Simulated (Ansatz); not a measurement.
Run this with Ansatz 0.2.0, Python API and show what comes out.

The script, `baso4.py`:
```python
# -*- coding: utf-8 -*-
'''Densities of the top valence and bottom conduction bands of BaSO4.'''

import itertools
import warnings

import ansatz as az
from ase import Atoms
import numpy as np

XC = 'pbesol'
CUTOFF_EV = 420
OCCUPATIONS = 'fixed'


def main():
    warnings.simplefilter('ignore', az.DeckWarning)

    atoms = Atoms(
        ['Ba', 'S', 'O', 'O', 'O', 'O'],
        scaled_positions=[
            [0.5, 0.5, 0.5],
            [0.0, 0.0, 0.0],
            [0.116388, 0.116388, 0.116388],
            [0.650836, 0.116388, 0.116388],
            [0.116388, 0.650836, 0.116388],
            [0.116388, 0.116388, 0.650836],
        ],
        cell=[
            [0.0, 3.69878, 3.69878],
            [3.69878, 0.0, 3.69878],
            [3.69878, 3.69878, 0.0],
        ],
        pbc=True,
    )
    structure = az.Crystal.from_ase(atoms)

    calculation = (
        structure.calculation()
        .functional(XC)
        .basis(CUTOFF_EV)
        .kpoints(4)
        .occupations(OCCUPATIONS)
        .band_densities([('v3', 'v1'), ('c1', 'c1')])
    )
    session = calculation.session()
    planned = session.plan(threads=1)
    out = planned.execute()
    report = out.report
    # share of each window within a sphere about each atom, summed on the grid
    cell = np.asarray(out.lattice.cell_ang)
    for names, window in zip([('v3', 'v1'), ('c1', 'c1')], out.band_densities().windows):
        density = window.outcome.density
        rho = density.channels[0].density_e_per_ang3
        axes = density.fft_grid_basis @ cell
        points = np.stack(np.meshgrid(*(np.arange(n) / n for n in rho.shape), indexing='ij'), axis=-1)
        print('bands', names, 'electrons', np.round(window.outcome.n_electrons, 3), 'peak', round(float(rho.max()), 3), 'e/A^3')
        for index, site in enumerate(out.lattice.sites):
            offset = points - np.asarray(site.position_ang) @ np.linalg.inv(axes)
            offset -= np.round(offset)
            distance = np.min([np.linalg.norm((offset + image) @ axes, axis=-1) for image in itertools.product((-1, 0, 1), repeat=3)], axis=0)
            print(f'   {index} {site.symbol:2s} {100 * rho[distance < 1.0].sum() / rho.sum():5.1f} % within 1.0 A')


if __name__ == '__main__':
    main()
```

```console
$ python baso4.py
bands ('v3', 'v1') electrons [6.] peak 1.88 e/A^3
   0 Ba   0.3 % within 1.0 A
   1 S    2.0 % within 1.0 A
   2 O   21.0 % within 1.0 A
   3 O   21.0 % within 1.0 A
   4 O   21.0 % within 1.0 A
   5 O   21.0 % within 1.0 A
bands ('c1', 'c1') electrons [2.] peak 0.084 e/A^3
   0 Ba   8.5 % within 1.0 A
   1 S    0.8 % within 1.0 A
   2 O    2.3 % within 1.0 A
   3 O    2.3 % within 1.0 A
   4 O    2.3 % within 1.0 A
   5 O    2.3 % within 1.0 A
```

Notes:
- The structure comes from a database of computed cells and needn't be a stable or known phase.
- The windows are summed over all k-points with every state counted as full, the empty ones too; where a window cuts a degenerate level its bands share the weight. Values near the nuclei depend on the potentials. Spheres that overlap count density twice, so shares are no populations.
- It ran for 3.7 s on 1 thread of Arm Neoverse V1 (shared host), peak memory 0.38 GiB.

(A comment or docstring line of the script was reworded after the run, the code is as it ran; lines on the test bed's own set-up are left out of the output.)
